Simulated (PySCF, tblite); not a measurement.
# C7H11N+ (doublet): geometry, infrared bands and EPR parameters

Wanted: the infrared bands and EPR parameters of C7H11N+ (doublet) (`[H]/N=C1\CC[CH][CH+][C@H]1C`), by calculation.

The runs use tblite 0.8.0 and PySCF 2.14.0, with density-fitted response routines of our own; the level of theory stands in each step. All values are computed, except where a source is named. Atoms are numbered from 0 throughout.

### 1 The molecule as given

19 atoms, charge 1, multiplicity 2; geometry from: force field or distance geometry start.

Bonds of the start (Å): C0–C1 1.49, C1–C2 1.49, C2–C3 1.49, C3–C4 1.49, C4–C5 1.46, C5–C6 1.44, C6–N7 1.30, C6–C1 1.49, C0–H8 1.09, C0–H9 1.14, C0–H10 1.12, C1–H11 1.12, C2–H12 1.10, C3–H13 1.11, C4–H14 1.12, C4–H15 1.08, C5–H16 1.10, C5–H17 0.80, N7–H18 1.04.

### 2 Geometry optimisation with GFN2-xTB

What the job is given:

```
{"job": {"kind": "relax", "xc": "GFN2-xTB", "basis": "xTB"}, "charge": 1, "multiplicity": 2}
C     -2.255000     0.121200    -0.369600
C     -1.042000    -0.117700     0.455100
C     -0.316400     1.132300     0.825100
C      0.731500     1.645200    -0.109500
C      1.843500     0.651700    -0.110500
C      1.352300    -0.719300    -0.268200
C     -0.063200    -1.004900    -0.243500
N     -0.503300    -2.065400    -0.843200
H     -2.346200    -0.494900    -1.264600
H     -3.142500    -0.159700     0.292000
H     -2.391000     1.199800    -0.622000
H     -1.346500    -0.613500     1.412300
H     -0.604700     1.649500     1.752700
H      1.125700     2.579900     0.330700
H      2.400800     0.770800     0.849100
H      2.549500     0.898700    -0.895300
H      2.005600    -1.556500     0.000000
H      1.830000    -1.209000     0.142800
H      0.162100    -2.698800    -1.340900
```

On the command line:

```bash
> OMP_NUM_THREADS=1 python probes_run.py task.json out
```

The driver reads the jobs from task.json and runs them one after another.

**Question.** This job is followed by: GFN2-xTB harmonic vibrations, gas phase; UKS B3LYP, pcH-1 on C H N, non-relativistic, mean-field spin-orbit, GIAO. What will the session give for the following? strongest single infrared mode (GFN2-xTB); zero-point energy (GFN2-xTB); g(iso) (B3LYP); ⟨S²⟩; largest a(iso) (averaged by class).

The runs gave:

| quantity | value |
| --- | --- |
| strongest single infrared mode (GFN2-xTB) | 832 cm⁻¹, 221 km/mol |
| zero-point energy (GFN2-xTB) | 100.6 kcal/mol |
| g(iso) (B3LYP) | 2.00297 |
| ⟨S²⟩ | 0.755 (exact 0.75) |
| largest a(iso) (averaged by class) | 1H on H14, 115.0 MHz |

In words: Relaxing lowered the energy by 16.349 eV in 132 steps; the close pair that moved most is H16–H17, from 0.415 to 1.778 Å. All 51 modes are real, so the xTB geometry is a minimum. The strongest single mode, at 832 cm⁻¹, is spread over many atoms; the largest shares are those of H18, C5. Unscaled tight-binding wavenumbers are off by several per cent, some by more. Its intensities can rank the bands wrongly. N7 carries the largest spin population, 0.47 e. The isotropic g lies 0.6 ppt above the free-electron value. These values are for one conformer; the search (at its own cheap level) found 2 more, at 0.46, 0.46 kcal/mol, and measured spectra average over such forms.
